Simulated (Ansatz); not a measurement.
# Cu started in the widest void in alpha-quartz SiO2, 73 atoms, charge +1

Aim: let the atoms about the defect relax, then find its formation energy and its levels in the gap by PBEsol and HSE06.

Program: Ansatz 0.2.0, PAW, plane waves. These are calculated values, not measurements.

**1. Starting point**

73 atoms (24 Si, 48 O, 1 Cu); a = 9.902 Å, b = 9.902 Å, c = 10.886 Å, α = 90.00°, β = 90.00°, γ = 120.00°. All atoms were shaken off their sites by about 0.02 Å along each axis. Defect site 1: (0.500, 0.674, 0.583).

The runs, in order: (2) PBEsol relaxation at the single k point (¼, ¼, ¼), on 1 × NVIDIA H100 80GB HBM3 with 2 threads of AMD EPYC 7R13; (3) HSE06 single point at the single k point (¼, ¼, ¼), on 1 × NVIDIA H100 80GB HBM3 with 2 threads of AMD EPYC 7R13.

**2. Relaxing the atoms with PBEsol**

in.yaml reads:

```yaml
crystal:
  lattice:
    - [9.901639, 0.000000, 0.000000]
    - [-4.950819, 8.575071, 0.000000]
    - [0.000000, 0.000000, 10.885880]
  atoms:
    - { symbol: Si, position: [0.236190, 0.000139, 0.166347] }
    - { symbol: Si, position: [0.234604, 0.000430, 0.665400] }
    - { symbol: Si, position: [0.232146, 0.499187, 0.166683] }
    - { symbol: Si, position: [0.236008, 0.499899, 0.665219] }
    - { symbol: Si, position: [0.736803, 0.001248, 0.167520] }
    - { symbol: Si, position: [0.734062, 0.999401, 0.665427] }
    - { symbol: Si, position: [0.737483, 0.501858, 0.168205] }
    - { symbol: Si, position: [0.731208, 0.499527, 0.666949] }
    - { symbol: Si, position: [0.000217, 0.232421, 0.334774] }
    - { symbol: Si, position: [0.001249, 0.237433, 0.831980] }
    - { symbol: Si, position: [0.998880, 0.735880, 0.333513] }
    - { symbol: Si, position: [0.997782, 0.733452, 0.829262] }
    - { symbol: Si, position: [0.499632, 0.234664, 0.335707] }
    - { symbol: Si, position: [0.498866, 0.233242, 0.832710] }
    - { symbol: Si, position: [0.500935, 0.734699, 0.331973] }
    - { symbol: Si, position: [0.496484, 0.731320, 0.835464] }
    - { symbol: Si, position: [0.261691, 0.264503, 0.001351] }
    - { symbol: Si, position: [0.265167, 0.265387, 0.500106] }
    - { symbol: Si, position: [0.268636, 0.765218, 0.998449] }
    - { symbol: Si, position: [0.265246, 0.768924, 0.502192] }
    - { symbol: Si, position: [0.765870, 0.265928, 0.998798] }
    - { symbol: Si, position: [0.763649, 0.267162, 0.498864] }
    - { symbol: Si, position: [0.766148, 0.767026, 0.001267] }
    - { symbol: Si, position: [0.768523, 0.766760, 0.501132] }
    - { symbol: O, position: [0.207285, 0.130136, 0.106103] }
    - { symbol: O, position: [0.206310, 0.128474, 0.605848] }
    - { symbol: O, position: [0.206506, 0.633843, 0.108530] }
    - { symbol: O, position: [0.204437, 0.633135, 0.605772] }
    - { symbol: O, position: [0.704413, 0.129522, 0.106162] }
    - { symbol: O, position: [0.707045, 0.135927, 0.606083] }
    - { symbol: O, position: [0.704185, 0.631333, 0.106560] }
    - { symbol: O, position: [0.700311, 0.630880, 0.606301] }
    - { symbol: O, position: [0.370031, 0.080129, 0.271956] }
    - { symbol: O, position: [0.367715, 0.072976, 0.772596] }
    - { symbol: O, position: [0.369947, 0.575889, 0.274491] }
    - { symbol: O, position: [0.365033, 0.569183, 0.775018] }
    - { symbol: O, position: [0.864851, 0.071590, 0.275861] }
    - { symbol: O, position: [0.865197, 0.068783, 0.773460] }
    - { symbol: O, position: [0.865900, 0.575059, 0.274046] }
    - { symbol: O, position: [0.866898, 0.574225, 0.773811] }
    - { symbol: O, position: [0.434278, 0.296573, 0.441587] }
    - { symbol: O, position: [0.424673, 0.290159, 0.939528] }
    - { symbol: O, position: [0.425945, 0.794101, 0.437589] }
    - { symbol: O, position: [0.421036, 0.793087, 0.940092] }
    - { symbol: O, position: [0.927361, 0.296819, 0.442981] }
    - { symbol: O, position: [0.926506, 0.291258, 0.937861] }
    - { symbol: O, position: [0.922102, 0.790715, 0.438580] }
    - { symbol: O, position: [0.930520, 0.796859, 0.938147] }
    - { symbol: O, position: [0.135174, 0.207773, 0.395059] }
    - { symbol: O, position: [0.129600, 0.205177, 0.893818] }
    - { symbol: O, position: [0.132158, 0.706992, 0.394348] }
    - { symbol: O, position: [0.132898, 0.707365, 0.894979] }
    - { symbol: O, position: [0.634370, 0.205902, 0.395610] }
    - { symbol: O, position: [0.631040, 0.211445, 0.893886] }
    - { symbol: O, position: [0.635178, 0.709908, 0.394683] }
    - { symbol: O, position: [0.630400, 0.705344, 0.892602] }
    - { symbol: O, position: [0.073046, 0.368600, 0.223017] }
    - { symbol: O, position: [0.070740, 0.364582, 0.726630] }
    - { symbol: O, position: [0.073384, 0.864182, 0.226395] }
    - { symbol: O, position: [0.070333, 0.864637, 0.727909] }
    - { symbol: O, position: [0.574937, 0.366852, 0.228668] }
    - { symbol: O, position: [0.571178, 0.366423, 0.728367] }
    - { symbol: O, position: [0.575495, 0.870959, 0.224379] }
    - { symbol: O, position: [0.573321, 0.869988, 0.727815] }
    - { symbol: O, position: [0.295886, 0.428972, 0.061114] }
    - { symbol: O, position: [0.291692, 0.426827, 0.562855] }
    - { symbol: O, position: [0.293257, 0.929629, 0.059791] }
    - { symbol: O, position: [0.287925, 0.923450, 0.559690] }
    - { symbol: O, position: [0.799038, 0.429357, 0.058726] }
    - { symbol: O, position: [0.797594, 0.431208, 0.559940] }
    - { symbol: O, position: [0.796235, 0.931257, 0.062277] }
    - { symbol: O, position: [0.794394, 0.927844, 0.556486] }
    - { symbol: Cu, position: [0.502448, 0.674656, 0.585262] }
  symmetry: { detect: false }
kpoints:
  mp_grid: { grid: [1, 1, 1], shift: [0.25, 0.25, 0.25] }
hamiltonian:
  xc: pbesol
total_charge: 1
scf:
  occupations: { method: fermi_dirac, width: 0.01 }
relax:
  f_tol: 0.03
  max_steps: 80
  escape_saddle: false
  adjacent_minimum: "off"
output:
  forces: true
  eigenvalues: true
  populations: true
  charged_corrections: { epsilon: 4.5 }
```

Launch:

```
> ansatz run in.yaml --threads 2 --pin off --max-ram 30400MiB --runs-dir r --events-out ev --progress --plain --backend cuda --devices 0, --max-vram 18GiB
```

The runs that follow: HSE06 single point.

**Question.** What will these runs give? Wanted: for each run, formation energy; host gap; top filled to lowest empty.

As calculated:

| level | time | formation energy (eV) | host gap (eV) | top filled to lowest empty (eV) |
| --- | --- | --- | --- | --- |
| PBEsol, relaxation | 69 s (GPU) | -0.46 | 5.75 | 3.91 |
| HSE06 | 49 s (GPU) | -1.99 | 7.72 | 5.90 |

```
     quantity                              value
   relaxation  13 recorded steps, 2.20 eV gained
largest shift                      1.41 Å (Cu73)
```

**Reading.** Relaxation gains 2.20 eV, with shifts up to 1.41 Å (Cu73). The formation energy at E_F = VBM goes from -0.46 eV (PBEsol) to -1.99 eV (HSE06), as the host gap goes from 5.75 to 7.72 eV. The reservoirs are the elements' reference phases; where the defect changes the composition, the value depends on that choice. HSE06 puts 5 localised levels over 0.1 eV inside the gap, at 1.22 (filled), 1.32 (filled), 1.35 (filled), 1.46 (filled) eV (the lowest four), the tightest of them shared by about 1 atoms. The host's edges were read at Γ, so band-like levels at this k point need not coincide with them. Finite-cell errors of some tenths of an eV remain in such numbers. The dielectric constant of 4.5 in the correction is an assumed value.
